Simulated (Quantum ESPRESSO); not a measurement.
# NaTaO2 in Quantum ESPRESSO: the effect of functional

The system is NaTaO2.

```
CELL_PARAMETERS angstrom
1.55718 0.89904 5.65317
-1.55718 0.89904 5.65317
0.00000 -1.79808 5.65317
ATOMIC_POSITIONS crystal
Na 0.50000 0.50000 0.50000
Ta 0.00000 0.00000 0.00000
O 0.26670 0.26670 0.26670
O 0.73330 0.73330 0.73330
```

The cell comes from a database or a generator and needn't be the stable form of this composition.

Alike in all runs:

* Program: Quantum ESPRESSO 7.5
* Task: single point
* Potentials or basis: PseudoDojo 0.5 SR PBE standard
* Cutoff: 1197 eV
* Density cutoff: 4789 eV
* k mesh: 7 × 7 × 7
* Occupations: gaussian, width 0.05 eV
* Spin: collinear spin, ferromagnetic start
* Starting moments: [0.0, 2.0, 0.0, 0.0] μB
* Hubbard terms: Ta d U = 7 eV

```csv
functional,pressure (GPa),largest force (eV/Å)
LDA,7.7,1.50
PBEsol,12.3,1.66
PBE,?,?
revPBE,20.7,2.03
RPBE,21.6,2.07
PW91,17.5,1.92
```

What does the run with functional PBE give?

Pressure 17.6 GPa; largest force 1.95 eV/Å.

Caveats: the potentials were made for another functional, which shifts forces and pressure (some runs); forces of over 1 eV/Å show positions far from the minimum, so gaps and moduli don't describe the material at rest (some runs).
